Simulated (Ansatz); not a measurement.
# UB3LYP/cc-pVDZ run of SiH2SeCl (SMILES Cl[SiH][SeH])

Aim: the vertical doublet–quartet gap of SiH2SeCl at UB3LYP/cc-pVDZ, from 2 runs. 

The calculation is run with Ansatz 0.2.0.

69 further runs of the same task are left out: 69 set aside as unsound or not needed. Runs told in other sessions of the task aren't counted.

## (1) The structure to begin with

SiH2SeCl has 5 atoms, charge 0, and is taken as a doublet. SMILES: `Cl[SiH][SeH]`. The shape is that of a PBE0-D4/def2-TZVP optimisation. This is one conformer, not always the lowest.

Bond lengths: Cl1–Si2 2.061 Å, Si2–Se3 2.266 Å, Si2–H4 1.489 Å, Se3–H5 1.469 Å. Angles: Cl1–Si2–Se3 113.7°, Cl1–Si2–H4 107.9°, Se3–Si2–H4 104.8°, Si2–Se3–H5 93.1°.

## (2) The energy at UB3LYP/cc-pVDZ

Input file in.yaml:

```yaml
basis:
  gaussian: {orbitals: cc-pVDZ}
crystal:
  periodic: [false, false, false]
  atoms:
    - {symbol: Cl, position_ang: [-2.098500, -0.286100, 0.143900]}
    - {symbol: Si, position_ang: [-0.121800, -0.761200, -0.193900]}
    - {symbol: Se, position_ang: [1.300800, 0.972900, 0.128200]}
    - {symbol: H, position_ang: [0.283800, -1.778100, 0.815900]}
    - {symbol: H, position_ang: [0.685700, 1.778800, -0.935500]}
magnetization: {spin_polarized: true, initial_magnetization: 1}
hamiltonian: {xc: {name: B3LYP}}
accuracy: high
output: {orbitals: {seedname: orbitals}}
```

The run is started by

```
$ ansatz run in.yaml --threads 1 --pin off --max-ram 2610MiB --events-out events.jsonl --progress --plain --runs-dir runs
```

The log of the run:

```text
Warning: RAYON_NUM_THREADS=1 ignored (pool sized by the plan → 1); use --threads N
Functional definition: B3LYP
  name "B3LYP"
  parameter a0 = 0.2
  parameter ax = 0.72
  parameter ac = 0.81
  exchange = (1 - a0 - ax)*slater_x + ax*b88_x + a0*exact_x
  correlation = (1 - ac)*vwn_rpa_c + ac*lyp_c
1586 factors; integrals over basis functions are off by at most 4.6e-9 eV
mean field evaluation 1: about -85783.7919 eV, gradient 8.2e0 eV
mean field evaluation 2: about -85783.9674 eV, gradient 7.1e0 eV
mean field evaluation 4: about -85784.2549 eV, gradient 4.6e-1 eV
mean field evaluation 8: about -85784.3388 eV, gradient 7.1e-2 eV
mean field evaluation 16: about -85784.3389 eV, gradient 5.0e-5 eV
mean field -85784.33889273 eV, -3152.5163075944 hartree, gradient 8.8e-8 eV, S^2 0.752145; 0 other end points of the search recorded, 0 dependent functions left out
reference -85784.33892819 eV, -3152.5163088975 hartree; 34, 33 occupied and 39, 40 virtual orbitals, 1586 factors
Total energy: -85784.33892819 eV, -3152.5163088975 hartree
```

It took 7.2 s on 1 thread of Intel Xeon 6975P-C (Granite Rapids), shared host; peak memory 0.39 GiB.

## (3) The quartet, same level

Input file run.yaml:

```yaml
crystal:
  periodic: [false, false, false]
  atoms:
    - {symbol: Cl, position_ang: [-2.098500, -0.286100, 0.143900]}
    - {symbol: Si, position_ang: [-0.121800, -0.761200, -0.193900]}
    - {symbol: Se, position_ang: [1.300800, 0.972900, 0.128200]}
    - {symbol: H, position_ang: [0.283800, -1.778100, 0.815900]}
    - {symbol: H, position_ang: [0.685700, 1.778800, -0.935500]}
basis:
  gaussian: {orbitals: cc-pVDZ}
output: {orbitals: {seedname: orbitals}}
hamiltonian: {xc: {name: B3LYP}}
accuracy: high
magnetization: {spin_polarized: true, initial_magnetization: 3}
```

The run is started by

```
$ ansatz run run.yaml --threads 1 --pin off --max-ram 2610MiB --events-out events.jsonl --progress --plain --runs-dir runs
```

The log of the run, shortened:

```text
Warning: RAYON_NUM_THREADS=1 ignored (pool sized by the plan → 1); use --threads N
[... 7 set-up lines as earlier in the session ...]
1587 factors; integrals over basis functions are off by at most 4.6e-9 eV
mean field evaluation 1: about -85777.6893 eV, gradient 1.1e1 eV
mean field evaluation 2: about -85771.0287 eV, gradient 3.0e1 eV
mean field evaluation 4: about -85778.7620 eV, gradient 1.4e0 eV
mean field evaluation 8: about -85778.9021 eV, gradient 3.2e-1 eV
mean field evaluation 16: about -85778.9048 eV, gradient 3.8e-3 eV
mean field evaluation 32: about -85778.9048 eV, gradient 7.0e-7 eV
mean field -85778.90484802 eV, -3152.3166101347 hartree, gradient 4.4e-8 eV, S^2 3.754596; 5 other end points of the search recorded, 0 dependent functions left out
reference -85778.90488403 eV, -3152.3166114579 hartree; 35, 32 occupied and 38, 41 virtual orbitals, 1587 factors
Total energy: -85778.90488403 eV, -3152.3166114579 hartree
```

Run time: 11 s. Hardware: 1 thread of Intel Xeon 6975P-C (Granite Rapids), shared host; peak memory 0.39 GiB.

## (4) Results

Level: UB3LYP/cc-pVDZ.

```
                                        quantity           value
                           doublet: total energy  -3152.51631 Eh
     doublet: HOMO energy (highest over α and β)        -5.97 eV
      doublet: LUMO energy (lowest over α and β)        -3.28 eV
                                   doublet: ⟨S²⟩           0.752
                           quartet: total energy  -3152.31661 Eh
     quartet: HOMO energy (highest over α and β)        -2.10 eV
                                   quartet: ⟨S²⟩           3.755
vertical energy of the quartet above the doublet        5.434 eV
```

In words: At this shape the quartet lies 5.43 eV (524 kJ/mol) above the doublet.
